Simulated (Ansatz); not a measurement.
Predict the output of the script below (the Python package of Ansatz (0.2.0)).

Script `c2h4fi_torsion.py`:
```python
import ansatz as az
from ase import Atoms

atoms = Atoms(["C", "C", "F", "I", "H", "H", "H", "H"], positions=[
    [0.3023, 0.7194, 0.0546],
    [-0.1185, -0.7082, 0.092],
    [0.7511, -1.3929, -0.6783],
    [-1.9657, -1.048, -0.7006],
    [0.2539, 1.1328, -1.004],
    [-0.4319, 1.3917, 0.6366],
    [1.2954, 0.91, 0.4326],
    [0.0055, -1.062, 1.1112],
])

first = (
    az.Crystal.molecule_from_ase(atoms).calculation()
    .basis(gaussian="def2-SVP")
    .functional("pbe0")
    .relax(force_tolerance=0.02, max_steps=80)
)
atoms.positions = first.run(threads=1, backend="cpu").report["positions_ang"]

start = atoms.get_dihedral(4, 0, 1, 2)
energies = {}
for turn in range(0, 360, 30):
    turned = atoms.copy()
    turned.set_dihedral(4, 0, 1, 2, start + turn, indices=[1, 2, 3, 7])
    model = (
        az.Crystal.molecule_from_ase(turned).calculation()
        .basis(gaussian="def2-SVP")
        .functional("pbe0")
    )
    energies[round((start + turn) % 360)] = model.run(threads=1, backend="cpu").report["free_energy_ev"]
floor = min(energies.values())
print("dihedral H4-C0-C1-F2 (deg)   E - E(min) (kcal/mol)")
for angle, e in sorted(energies.items()):
    print(f"{angle:8d} {23.060548 * (e - floor):14.3f}  " + "#" * int(30 * (e - floor) / max(max(energies.values()) - floor, 1e-9)))
```

`python c2h4fi_torsion.py` gives:
```text
dihedral H4-C0-C1-F2 (deg)   E - E(min) (kcal/mol)
      30          2.299  #############
      60          0.000
      90          2.217  #############
     120          4.510  ###########################
     150          2.250  #############
     180          0.187  #
     210          2.630  ###############
     240          4.973  ##############################
     270          2.521  ###############
     300          0.181  #
     330          2.419  ##############
     360          4.691  ############################
```

The scan is rigid and the energies are electronic, in a modest basis. With rigid groups the curve can differ much from the relaxed path, the start wasn't checked as a minimum of this torsion, and equivalent turns needn't return to the same energy. def2 sets replace the cores of elements past krypton by effective core potentials. Run time: 41 s on 1 thread of Intel(R) Xeon(R) Processor @ 2.30GHz, with other jobs on the host, peak memory 0.31 GiB.
